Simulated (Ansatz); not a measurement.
# AlFH₅NSi: small, medium and large basis sets

Aim: see how fast density functionals converge with the basis set for AlFH₅NSi.

Program: Ansatz 0.2.0, Gaussian basis. Level of theory: one geometry, several basis sets. These are calculated values, not measurements.

The runs, in order: PBE0-D4/def2-SVP; ωB97M-V/def2-SVP; PBE0-D4/def2-QZVPP; ωB97M-V/def2-QZVPP; the functionals' def2-TZVPP values are taken from earlier runs.

**1. Structure used throughout**

The geometry comes from an earlier relaxation with PBE0-D4 in a triple-zeta def2 set; it is a stationary point, not always the lowest conformer.

SMILES `[NH2][Al]([F])[SiH3]`, 9 atoms, charge 0, spin multiplicity 1.

Atoms are counted from 1 here; the program's logs count them from 0.

Bond lengths: N1–Al2 1.759 Å, N1–H5 1.007 Å, N1–H6 1.008 Å, Al2–F3 1.654 Å, Al2–Si4 2.437 Å, Si4–H7 1.490 Å, Si4–H8 1.489 Å, Si4–H9 1.490 Å. Angles: Al2–N1–H5 124.2°, Al2–N1–H6 125.3°, H5–N1–H6 110.5°, N1–Al2–F3 117.1°, N1–Al2–Si4 123.1°, F3–Al2–Si4 119.8°, Al2–Si4–H7 111.2°, Al2–Si4–H8 111.3°, Al2–Si4–H9 110.9°, H7–Si4–H8 107.7°, H7–Si4–H9 107.8°, H8–Si4–H9 107.8°.

**2. PBE0-D4 in def2-SVP**

Contents of in.yaml:

```yaml
crystal:
  periodic: [false, false, false]
  atoms:
    - {symbol: N, position_ang: [0.589960, 1.790618, -0.738026]}
    - {symbol: Al, position_ang: [0.766911, 0.059683, -0.479415]}
    - {symbol: F, position_ang: [2.095850, -0.668909, -1.141834]}
    - {symbol: Si, position_ang: [-0.838416, -1.266429, 0.786378]}
    - {symbol: H, position_ang: [-0.175441, 2.340580, -0.383379]}
    - {symbol: H, position_ang: [1.230416, 2.370888, -1.256094]}
    - {symbol: H, position_ang: [-1.457695, -2.319803, -0.065460]}
    - {symbol: H, position_ang: [-0.188258, -1.944302, 1.942318]}
    - {symbol: H, position_ang: [-1.934727, -0.408626, 1.318314]}
basis:
  gaussian: {orbitals: def2-SVP}
hamiltonian: {xc: pbe0, dispersion: d4}
output: {orbitals: {seedname: orbitals}}
```

The run is started by

```sh
> ansatz run in.yaml --threads 2 --pin off --events-out ev --progress --plain --max-ram 4352MiB
```

Further steps of the session: ωB97M-V in def2-SVP; PBE0-D4 in def2-QZVPP; ωB97M-V in def2-QZVPP.

Before running them: what should the planned runs give, taken together? Wanted: PBE0-D4: double and triple zeta above quadruple; ωB97M-V: double and triple zeta above quadruple.

The runs gave:

| quantity | value |
| --- | --- |
| PBE0-D4: double and triple zeta above quadruple | 11.24, 0.74 eV |
| ωB97M-V: double and triple zeta above quadruple | 11.35, 0.70 eV |

What this shows: For PBE0-D4 the step from double to triple zeta gains 10.50 eV and the next only 0.74 eV. Total energies overstate the basis error of differences, where much of it tends to cancel. The LUMO of ωB97M-V is positive and keeps falling with the basis (1.13 to 0.62 eV): an unbound level that the basis holds in place.
